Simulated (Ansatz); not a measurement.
This script for a formation energy from the elements of MoN2 and its elements with the Python package of Ansatz (0.2.0) holds a mistake.

`formation.py`
```python
# -*- coding: utf-8 -*-
"""Is MoN2 bound against its elements, after relaxing atoms and volume at fixed cell shape."""

from collections import Counter
from dataclasses import dataclass
import warnings

import ansatz as az
import numpy as np


@dataclass(frozen=True)
class Settings:
    functional: str = "PBE"
    cutoff_ev: int = 510
    kspacing: float = 0.27
    smearing: str = "cold"
    smearing_width: float = 0.02


opts = Settings()

PHASES = {
    "MoN2": (
        [[4.348053, 0.0, 0.0], [0.0, 4.348053, 0.0], [0.0, 0.0, 2.76746]],
        [
            ("Mo", [0.5, 0.5, 0.0]),
            ("Mo", [0.0, 0.0, 0.0]),
            ("N", [0.888353, 0.388353, 0.5]),
            ("N", [0.111647, 0.611647, 0.5]),
            ("N", [0.388353, 0.111647, 0.5]),
            ("N", [0.611647, 0.888353, 0.5]),
        ],
    ),
    "Mo": (
        [[-1.573415, 1.573415, 1.573415], [1.573415, -1.573415, 1.573415], [1.573415, 1.573415, -1.573415]],
        [
            ("Mo", [0.0, 0.0, 0.0]),
        ],
    ),
    "N2": (
        [[9.0, 0.0, 0.0], [0.0, 9.5, 0.0], [0.0, 0.0, 10.0]],
        [
            ("N", [0.5, 0.5, 0.4445]),
            ("N", [0.5, 0.5, 0.5555]),
        ],
    ),
}


def build(vectors, sites):
    crystal = az.Crystal(lattice=az.Lattice.of(vectors))
    for symbol, position in sites:
        crystal = crystal.atom(symbol, position)
    return crystal

GASES = {"N2"}


def solve(name, crystal):
    calc = crystal.calculation()
    calc = calc.functional(opts.functional)
    calc = calc.basis(opts.cutoff_ev)
    calc = calc.kpoints(spacing=opts.kspacing)
    calc = calc.occupations(opts.smearing, width=opts.smearing_width)
    calc = calc.stress()
    if name in GASES:
        return calc.kpoints(1, 1, 1).relax(force_tolerance=0.02, max_steps=30).run()
    calc = calc.relax(force_tolerance=0.02, max_steps=30, fix_cell=["shape"])
    return calc.run()


def counts(outcome):
    return Counter(site.symbol for site in outcome.lattice.sites)

def formation_energy(outcome, mu):
    n = counts(outcome)
    return (outcome.report["energy_sigma0_ev"] - sum(k * mu[element] for element, k in n.items())) / sum(n.values())


def volume_per_atom(outcome):
    return abs(np.linalg.det(outcome.lattice.cell_ang)) / len(outcome.lattice.sites)

warnings.simplefilter("ignore", az.DeckWarning)

phases = {name: build(*cell) for name, cell in PHASES.items()}

done = {name: solve(name, crystal) for name, crystal in phases.items()}

# energy of one atom in its reference phase
references = {"Mo": "Mo", "N": "N2"}
mu = {element: done[name].report["energy_sigma0_ev"] for element, name in references.items()}

target = done["MoN2"]
heat = formation_energy(target, mu)
for element, value in mu.items():
    print(f"mu({element}) = {value:.4f} eV from {references[element]}, {volume_per_atom(done[references[element]]):.2f} A^3/atom")
print(f"formation energy of MoN2: {heat:.4f} eV/atom = {96.4853 * heat:.1f} kJ/mol of atoms")
# gas references are bare DFT energies, without zero-point or fitted corrections
```

Running `python formation.py` prints:
```text
mu(Mo) = -4955.9972 eV from Mo, 15.80 A^3/atom
mu(N) = -768.0358 eV from N2, 427.50 A^3/atom
formation energy of MoN2: 256.1197 eV/atom = 24711.8 kJ/mol of atoms
```

The script ran to its end, but the result can't be trusted. Why?

The fault: the references' energies are taken per cell, not per atom. The change:

```diff
--- before
+++ after
@@ -91,3 +91,3 @@
 references = {"Mo": "Mo", "N": "N2"}
-mu = {element: done[name].report["energy_sigma0_ev"] for element, name in references.items()}
+mu = {element: done[name].report["energy_sigma0_ev"] / len(done[name].lattice.sites) for element, name in references.items()}
```

After the fix:

```console
$ python formation.py
mu(Mo) = -4955.9972 eV from Mo, 15.80 A^3/atom
mu(N) = -384.0179 eV from N2, 427.50 A^3/atom
formation energy of MoN2: 0.1077 eV/atom = 10.4 kJ/mol of atoms
```

Total energies depend on the potentials; only differences at equal settings carry meaning. No spin polarisation was allowed. For the metals among these phases the mesh is modest: differences between phases can be off by up to 40 meV an atom. The program warned that this SCF threshold is loose for forces or stresses. Atoms and volume are relaxed with the cell's shape held, which in cells of lower than cubic symmetry can hide stresses and shift volumes. The cells come from databases of deposited and of computed structures, and not all need be stable phases. The compound is the structure given, not necessarily its lowest; energies are at zero temperature, with no correction for gases. A semilocal functional's error on such energies is often 0.05 to 0.1 eV an atom, and 0.1 to 0.3 eV against gases such as O2 or F2. The script silences the warnings on its input, which a real study should read. The whole script took 27 s on 1 thread of Arm Neoverse V2 (shared host), peak memory 0.74 GiB.

(A comment or docstring line of the script was reworded after the run, the code is as it ran; lines on the test bed's own set-up are left out of the output.)
